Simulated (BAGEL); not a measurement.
**SiHClF2 (SMILES F[SiH](F)Cl): levels of theory compared**

We compute a comparison of 6 runs (HF/def2-SVP, B3LYP/6-31G*, B3LYP/aug-cc-pVDZ, CIS/STO-3G, RI-MP2/3-21G, CASCI(4 orbitals)/cc-pVTZ) of SiHClF2. 

Program for the calculation: BAGEL 1.2.2.

### Step 1. The structure to begin with

The species is SiHClF2 (5 atoms), meant as a singlet with charge 0. SMILES: `F[SiH](F)Cl`. Geometry: relaxed at PBE0-D4/def2-TZVP.

Bond lengths: F1–Si2 1.577 Å, Si2–F3 1.577 Å, Si2–Cl4 2.018 Å, Si2–H5 1.465 Å. Angles: F1–Si2–F3 107.6°, F1–Si2–Cl4 109.0°, F3–Si2–Cl4 109.0°, F1–Si2–H5 109.8°, F3–Si2–H5 109.8°, Cl4–Si2–H5 111.5°.

### Step 2. A single-point energy at HF/def2-SVP (run 1)

calc.json reads:

```json
{ "bagel" : [

{
  "title" : "molecule",
  "basis" : "svp",
  "df_basis" : "qzvpp-jkfit",
  "geometry" : [
    { "atom" : "F", "xyz" : [    -0.64175099,    -1.17427581,     2.68360007 ] },
    { "atom" : "Si", "xyz" : [     0.18122474,    -0.00037795,     0.07143165 ] },
    { "atom" : "F", "xyz" : [    -0.06330583,     2.96082289,     0.29574214 ] },
    { "atom" : "Cl", "xyz" : [    -2.18735799,    -1.23966034,    -2.64845116 ] },
    { "atom" : "H", "xyz" : [     2.80548740,    -0.68597058,    -0.48036838 ] }
  ]
},

{ "title" : "hf", "charge" : 0, "df" : "false" },

{ "title" : "print", "file" : "orbitals.molden", "orbitals" : "true" }

]}
```

Run with:

```sh
$ BAGEL_NUM_THREADS=1 BAGEL calc.json > calc.out
```

What it wrote:

```text
* using 1 threads per process

  ===============================================================
  ===============================================================

  *** Geometry ***

  { "atom" : "F", "xyz" : [     -0.641751,     -1.174276,      2.683600 ] },
  { "atom" : "Si", "xyz" : [      0.181225,     -0.000378,      0.071432 ] },
  { "atom" : "F", "xyz" : [     -0.063306,      2.960823,      0.295742 ] },
  { "atom" : "Cl", "xyz" : [     -2.187358,     -1.239660,     -2.648451 ] },
  { "atom" : "H", "xyz" : [      2.805487,     -0.685971,     -0.480368 ] },

  Number of auxiliary basis functions:      428

  Since a DF basis is specified, we compute 2- and 3-index integrals:
    o Being stored without compression. Storage requirement is 0.016 GB

  Number of basis functions:       69
  Number of electrons      :       50

    * METHOD: MOLECULE                             0.16

  *** RHF ***

  === Nuclear Repulsion ===
   230.9265163001

      * DIIS with orbital gradients will be used.

  === RHF iteration (svp) ===
      0       -942.67207020          0.05205804           0.19
      1       -946.39039098          0.05064416           0.19
      2       -947.58757463          0.01060888           0.19
[... 11 lines of this table left out ...]
     14       -947.67041938          0.00000001           0.15
    * SCF iteration converged.

    * Permanent dipole moment:
           (   -0.477399,     0.209353,     0.246795) a.u.

    * METHOD: HF                                   2.75

    * METHOD: PRINT                                0.01

  ===============================================================
```

Run time: 3.3 s. Hardware: 1 thread of Arm Neoverse V2, shared host.

### Step 3. The energy at B3LYP/6-31G(d) (density fitting with qzvpp-jkfit, spherical functions) (run 2)

job.json reads:

```json
{ "bagel" : [

{
  "title" : "molecule",
  "basis" : "6-31gs.json",
  "df_basis" : "qzvpp-jkfit",
  "geometry" : [
    { "atom" : "F", "xyz" : [    -0.64175099,    -1.17427581,     2.68360007 ] },
    { "atom" : "Si", "xyz" : [     0.18122474,    -0.00037795,     0.07143165 ] },
    { "atom" : "F", "xyz" : [    -0.06330583,     2.96082289,     0.29574214 ] },
    { "atom" : "Cl", "xyz" : [    -2.18735799,    -1.23966034,    -2.64845116 ] },
    { "atom" : "H", "xyz" : [     2.80548740,    -0.68597058,    -0.48036838 ] }
  ]
},

{ "title" : "ks", "xc_func" : "b3lyp" },

{ "title" : "print", "file" : "orbitals.molden", "orbitals" : true }

]}
```

The basis set 6-31G* is read from a file made from the Basis Set Exchange's data (not shown).

Run with:

```sh
$ BAGEL_NUM_THREADS=1 BAGEL job.json > job.out
```

What it wrote:

```text
* using 1 threads per process

  ===============================================================
  ===============================================================

  *** Geometry ***

  { "atom" : "F", "xyz" : [     -0.641751,     -1.174276,      2.683600 ] },
  { "atom" : "Si", "xyz" : [      0.181225,     -0.000378,      0.071432 ] },
  { "atom" : "F", "xyz" : [     -0.063306,      2.960823,      0.295742 ] },
  { "atom" : "Cl", "xyz" : [     -2.187358,     -1.239660,     -2.648451 ] },
  { "atom" : "H", "xyz" : [      2.805487,     -0.685971,     -0.480368 ] },

  Number of auxiliary basis functions:      428

  Since a DF basis is specified, we compute 2- and 3-index integrals:
    o Being stored without compression. Storage requirement is 0.015 GB

  Number of basis functions:       66
  Number of electrons      :       50

    * METHOD: MOLECULE                             0.17

  *** Kohn-Sham DFT ***

    * Removing 8363 points whose weight is below 1.00e-10
    * Grid points: 66167

  === Nuclear Repulsion ===
   230.9265163001

       - DIIS with orbital gradients will be used.

  === KS iteration (b3lyp / 6-31gs.json) ===
      0       -931.32202643          0.14980599           0.23
      1       -930.22734525          0.15961456           0.22
      2       -939.70327835          0.12172734           0.22
[... 12 lines of this table left out ...]
     15       -950.13620145          0.00000000           0.22
    * SCF iteration converged.

    * Permanent dipole moment:
           (   -0.462781,     0.120754,     0.096923) a.u.

    * METHOD: KS                                   3.81

    * METHOD: PRINT                                0.01

  ===============================================================
```

It took 4.2 s on 1 thread of Arm Neoverse V2, shared host.

Run 3 isn't shown in full; the table further down has it.

### Step 4. The vertical excitations at CIS/STO-3G (density fitting with svp-jkfit) (run 4)

job.json reads:

```json
{ "bagel": [

{
  "title": "molecule",
  "basis": "sto-3g",
  "df_basis": "svp-jkfit",
  "angstrom": true,
  "geometry": [
    { "atom": "F", "xyz": [      -0.339600,      -0.621400,       1.420100 ] },
    { "atom": "Si", "xyz": [       0.095900,      -0.000200,       0.037800 ] },
    { "atom": "F", "xyz": [      -0.033500,       1.566800,       0.156500 ] },
    { "atom": "Cl", "xyz": [      -1.157500,      -0.656000,      -1.401500 ] },
    { "atom": "H", "xyz": [       1.484600,      -0.363000,      -0.254200 ] }
  ]
},

{
  "title": "hf"
},

{
  "title": "cis",
  "nstate": 3
}

]}
```

Run with:

```sh
$ BAGEL_NUM_THREADS=1 BAGEL job.json > job.out
```

What it wrote:

```text
* using 1 threads per process

  ===============================================================
  ===============================================================

  *** Geometry ***

[... 29 lines left out ...]
    * SCF iteration converged.
[... 1 line left out ...]
    * Permanent dipole moment:
[... 6 lines left out ...]
        0     0     0.44250635     0.00531386      0.01
        0     1     0.44346850     0.00531645      0.00
        0     2     0.54679684     0.00748225      0.00
[... 71 lines of this table left out ...]
       18     2     0.45421084     0.00000027      0.00

    * CIS converged

    * Permanent dipole moment: Transition 0 -> 0
           (    0.047539,     0.004141,     0.018678) a.u.

    * Permanent dipole moment: Transition 0 -> 1
           (   -0.000302,    -0.002138,     0.001227) a.u.

    * Permanent dipole moment: Transition 0 -> 2
           (   -0.003678,    -0.027587,     0.015963) a.u.

    * METHOD: CIS                                  0.21

  ===============================================================
```

Run time: 0.77 s. Hardware: 1 thread of Arm Neoverse V2, shared host.

The roots found:

```
excited state  energy (eV)  strength
            1       11.740    0.0015
            2       11.759    0.0000
            3       12.360    0.0006
```

Run 5 isn't shown in full; the table further down has it.

### Step 5. The energy at CASCI(4 orbitals)/cc-pVTZ (density fitting with cc-pvtz-jkfit) (run 6)

input.json reads:

```json
{ "bagel": [

{
  "title": "molecule",
  "basis": "cc-pvtz.json",
  "df_basis": "cc-pvtz-jkfit",
  "angstrom": true,
  "geometry": [
    { "atom": "F", "xyz": [   -0.339600,   -0.621400,    1.420100 ] },
    { "atom": "Si", "xyz": [    0.095900,   -0.000200,    0.037800 ] },
    { "atom": "F", "xyz": [   -0.033500,    1.566800,    0.156500 ] },
    { "atom": "Cl", "xyz": [   -1.157500,   -0.656000,   -1.401500 ] },
    { "atom": "H", "xyz": [    1.484600,   -0.363000,   -0.254200 ] }
  ]
},
{ "title": "hf" },
{ "title": "fci", "nstate": 1, "ncore": 23, "norb": 4 }

]}
```

The basis set cc-pVTZ is read from a file made from the Basis Set Exchange's data (not shown).

Run with:

```sh
$ BAGEL_NUM_THREADS=1 BAGEL input.json > input.out
```

What it wrote:

```text
* using 1 threads per process

  ===============================================================
  ===============================================================

  *** Geometry ***

[... 29 lines left out ...]
    * SCF iteration converged.
[... 1 line left out ...]
    * Permanent dipole moment:
[... 22 lines left out ...]
 Space is made up of 4 determinants.
  o forming links

     guess   0:   closed 11..                 open ....

  === FCI iteration ===

      0  0      -948.19970571     4.77e-03      0.00
      1  0      -948.20041857     8.48e-04      0.00
      2  0      -948.20044126     9.26e-05      0.00
[... 4 lines of this table left out ...]
      7  0 *    -948.20044143     1.50e-11      0.00

     * ci vector, state   0, <S^2> = 0.0000
       22..     0.9996516785

    * METHOD: FCI                                  0.14

  ===============================================================
```

Wall time 2.7 s (1 thread of Arm Neoverse V2, shared host).

### Step 6. Overview of the runs

| run | level | integral approximation | task | energy (Eh) | wall time |
| --- | --- | --- | --- | --- | --- |
| 1 | HF/def2-SVP | none | energy | -947.670419 | 3.3 s |
| 2 | B3LYP/6-31G* (density fitting with qzvpp-jkfit, spherical functions) | qzvpp-jkfit | energy | -950.136201 | 4.2 s |
| 3 | B3LYP/aug-cc-pVDZ (density fitting with qzvpp-jkfit) | qzvpp-jkfit | gradient | -950.205677 | 10 s |
| 4 | CIS/STO-3G (density fitting with svp-jkfit) | svp-jkfit | excited | -936.935914 | 0.77 s |
| 5 | RI-MP2/3-21G (density fitting with svp-jkfit, cc-pvdz-ri for correlation) | svp-jkfit | energy | -943.566029 | 0.89 s |
| 6 | CASCI(4 orbitals)/cc-pVTZ (density fitting with cc-pvtz-jkfit) | cc-pvtz-jkfit | energy | -948.200441 | 2.7 s |

### Step 7. What came out

| quantity | value |
| --- | --- |
| run 6: total energy | -948.20044 Eh |

**Reading.** Over runs 1, 2, 3 the dipole moment (its size) runs from 1.24 D (B3LYP/6-31G*) to 1.47 D (HF/def2-SVP). The two ends differ in method and basis. In run 4 the basis is minimal, so the values are rough. All runs together took 22 s, the longest 10 s.
